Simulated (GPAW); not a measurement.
The system is CsLiCr2Te2S3.

```
Cs Li Cr Te S
1.0
     3.31929    1.91639    6.87982
    -3.31929    1.91639    6.87982
     0.00000   -3.83279    6.87982
Cs Li Cr Te S
1 1 2 2 3
Direct
  0.00000 0.00000 0.00000
  0.50000 0.50000 0.50000
  0.79848 0.79848 0.79848
  0.20152 0.20152 0.20152
  0.67990 0.67990 0.67990
  0.32010 0.32010 0.32010
  0.13626 0.86374 0.50000
  0.50000 0.13626 0.86374
  0.86374 0.50000 0.13626
```

The cell was built by a generator and needn't be a form met in nature.

Alike in all runs: program GPAW 26.7.0; functional PBE; potentials or basis GPAW PAW data sets (gpaw-data 1.2.1); cutoff 800 eV; basis pw; k mesh 4 × 4 × 4; occupations fermi-dirac, width 0.05 eV.

The same cell was started in several ways:

| start | free energy over the lowest (meV/atom) | net moment (μB) | site or absolute moments (μB) | gap |
| --- | --- | --- | --- | --- |
| collinear spin, ferromagnetic start of up to 4.5 μB | 0.0 | 4.00 | Cs -0.01; Li +0.01; Cr +2.24; Te -0.20; S -0.07 | none (metal or under the smearing width) |
| collinear spin, ferromagnetic start of up to 3 μB | 0.0 | 4.00 | Cs -0.01; Li +0.01; Cr +2.24; Te -0.20; S -0.07 | none (metal or under the smearing width) |
| no spin polarisation | 103.5 | - | - | none (metal or under the smearing width) |
| collinear spin, antiferromagnetic start of up to 3 μB | 33.5 | 0.00 | Cs +0.00; Li -0.00; Cr +1.84, -1.84; Te -0.13, +0.13; S -0.00 | 0.22 eV |

The spin-polarised runs without a constraint all converged, yet they end up to 33 meV/atom apart: a converged run can sit in a state that isn't the lowest. Allowing spin polarisation gains 104 meV/atom. A still lower state may exist.

Caveats: spin-orbit coupling is left out, which moves the levels of the heavy elements (some runs).
